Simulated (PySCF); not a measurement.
# AlBrH2: the cost of one run

Programs: PySCF 2.14.0, with density-fitted response routines of our own. Each step states its level of theory. These are calculated values for one molecule in the gas phase, unless marked as measured. Atoms are numbered from 0 throughout.

## Step 1: The starting structure

4 atoms, charge 0, multiplicity 1; geometry from: PBE0-D3(BJ)/def2-SVP.

Bonds of the start (Å): Al0–Br1 2.26, Al0–H2 1.58, Al0–H3 1.58.

## Step 2: TDDFT and polarisability: PBE/def2-SVPD

Job settings and geometry (Å):

```
{"job": {"kind": "uv", "xc": "PBE", "basis": "def2-SVPD", "ip": true}, "charge": 0, "multiplicity": 1}
Al    -0.308269    -0.112804    -0.161890
Br     1.925254    -0.285064    -0.449198
H     -1.014020     1.209461    -0.661874
H     -1.045784    -1.324425     0.530602
```

Method: TDDFT PBE/def2-SVPD, vertical, gas phase, core orbitals frozen in the response.

On the command line:

```bash
$ OMP_NUM_THREADS=1 python probes_run.py task.json out
```

This one command runs all jobs of the session in turn.

Q: Estimate the wall time and peak memory of this first job on 1 thread of Arm Neoverse V1, shared host.

About 14 s, with a peak of 0.3 GiB.
